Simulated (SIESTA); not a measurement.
SnTe3:

```
Te Sn
1.0
     0.00000    3.86122    3.86122
     3.86122    0.00000    3.86122
     3.86122    3.86122    0.00000
Te Sn
3 1
Direct
  0.50000 0.50000 0.50000
  0.75000 0.75000 0.75000
  0.25000 0.25000 0.25000
  0.00000 0.00000 0.00000
```

The cell comes from a database or a generator and needn't be the stable form of this composition.

* Program: SIESTA 5.4.2
* Task: single point
* Functional: PBEsol
* Potentials or basis: PseudoDojo 0.4 standard (PBEsol files)
* Basis: DZP (energy shift 0.003 Ry; two zetas on semicore shells)
* Grid cutoff: 500 Ry
* Energy shift: 0.003 Ry
* k mesh: 6 × 6 × 6
* Occupations: fermi-dirac, width 0.05 eV
* Spin: no spin polarisation

On this cell: pressure -1.6 GPa; largest force zero by symmetry; band gap on the k mesh none (metal or under the smearing width).

The same run follows on a disturbed copy (atoms moved at random, drawn with an rms of 0.05 Å):

```
Te Sn
1.0
     0.00000    3.86122    3.86122
     3.86122    0.00000    3.86122
     3.86122    3.86122    0.00000
Te Sn
3 1
Direct
  0.50080 0.50963 0.48816
  0.75328 0.74682 0.74937
  0.24050 0.25636 0.25588
  0.99971 0.00010 0.99934
```

Problem. What changes?

Solution. The energy (extrapolated to zero smearing) moves by +0.8 meV/atom; pressure -1.6 GPa; largest force 0.091 eV/Å; band gap on the k mesh none (metal or under the smearing width).

Forces in eV/Å, atoms in the order of the input:
```
Te  -0.016  0.022 -0.010
Te   0.078 -0.005 -0.046
Te  -0.053  0.044 -0.010
Sn  -0.009 -0.058  0.064
```

Stress tensor (GPa, compression positive):
```
-1.54  0.03  0.15
 0.03 -1.62 -0.26
 0.15 -0.26 -1.62
```

Caveats: the basis of atomic orbitals isn't converged, which shifts pressures, moduli and gaps.
